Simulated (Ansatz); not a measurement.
# Hf: how the settings move a single-point run

Aim: see which settings change the result for Hf, by how much, and at what cost.

Method: reference: DFT, r2SCAN, PAW with Ansatz's default frozen-core files, scalar-relativistic, in Ansatz 0.2.0.

### 1 The starting structure

The structure is hexagonal, space group P6_3/mmc (No. 194). The conventional cell has a = 3.192 Å, b = 3.192 Å, c = 5.045 Å, α = 90.00°, β = 90.00°, γ = 120.00°. Around Hf (site symmetry -6m2) lie 12 Hf at 3.12 to 3.19 Å.

Coordinates:

```xyz
2
Lattice="3.1924 0.0000 0.0000 -1.5962 2.7647 0.0000 0.0000 0.0000 5.0450" Properties=species:S:1:pos:R:3 pbc="T T T"
Hf    0.0000    1.8431    1.2613
Hf    1.5962    0.9216    3.7838
```

### 2 Baseline

File input.yaml:

```yaml
crystal:
  lattice:
    - [3.1923846315, 0.0, 0.0]
    - [-1.5961923157, 2.7646861895, 0.0]
    - [0.0, 0.0, 5.04504164]
  atoms:
    - { symbol: Hf, position: [0.3333333333, 0.6666666667, 0.25] }
    - { symbol: Hf, position: [0.6666666667, 0.3333333333, 0.75] }
kpoints:
  mp_grid: { grid: [12, 12, 7] }
  band_path:
    path:
      - [0.0, 0.0, 0.0]
      - [0.5, 0.0, 0.0]
      - [0.3333333333, 0.3333333333, 0.0]
      - [0.0, 0.0, 0.0]
      - [0.0, 0.0, 0.5]
      - [0.5, 0.0, 0.5]
      - [0.3333333333, 0.3333333333, 0.5]
      - [0.0, 0.0, 0.5]
      - [0.5, 0.0, 0.5]
    npoints: 14
scf:
  occupations: { method: fermi_dirac, width: 0.05 }
hamiltonian:
  xc: r2scan
  pseudopotentials: { kind: paw }
output:
  forces: true
  stress: true
  eigenvalues: true
  efg: { contact_densities: true }
  populations: true
  bader: true
  dos: { projected: true, de: 0.2, e_range: [-14, 8] }
  write_density: true
  write_potential: true
  elf: true
  volumetric_format: npy
```

Started as:

```
ansatz run input.yaml --threads 1 --pin off --max-ram 2048MiB --backend cpu --events-out ev --progress --plain --runs-dir out
```

### 3 Variant: mp_grid.shift [0.5, 0.5, 0.5], scf.algorithm density_mixing

Edit input.yaml of step 2 so:

```diff
@@ -9,3 +9,3 @@
 kpoints:
-  mp_grid: { grid: [12, 12, 7] }
+  mp_grid: { grid: [12, 12, 7], shift: [0.5, 0.5, 0.5] }
   band_path:
@@ -24,2 +24,3 @@
   occupations: { method: fermi_dirac, width: 0.05 }
+  algorithm: density_mixing
 hamiltonian:
@@ -33,7 +34 @@
   populations: true
-  bader: true
-  dos: { projected: true, de: 0.2, e_range: [-14, 8] }
-  write_density: true
-  write_potential: true
-  elf: true
-  volumetric_format: npy
```

What does the calculation give? Wanted: for each run, ending; energy change; pressure; gap; force.

**Answer**, as computed:

| run | ending | energy change | pressure (GPa) | gap (eV) | force (eV/Å) | cycles | time |
| --- | --- | --- | --- | --- | --- | --- | --- |
| reference | converged | 0 | 0.5 | 0.00 | 0.00 | 7 | 43 s |
| 1: mp_grid.shift [0.5, 0.5, 0.5], scf.algorithm density_mixing | converged | -0.3 meV/atom | 0.4 | 0.00 | 0.00 | 7 | 41 s |

Times don't compare one to one where runs were asked for different outputs or read a saved state (see the inputs); cycles may leave out searches for a lower state.

Residual by cycle in the longest SCF loop of each run; runs are numbered as in the table. The quantity is the density residual dr2, in eV.

| cycle | reference | run 1 |
| --- | --- | --- |
| 1 | 0.0191 | 0.019 |
| 2 | 0.00511 | 0.00502 |
| 3 | 0.00328 | 0.00322 |
| 4 | 5.6e-5 | 6.2e-5 |
| 5 | 9.2e-6 | 1.0e-5 |
| 6 | 3.1e-7 | 2.0e-7 |
| 7 | 3.2e-8 | 3.8e-8 |

Changing the k-point mesh and solver leaves the energy as it was (-0.3 meV/atom).
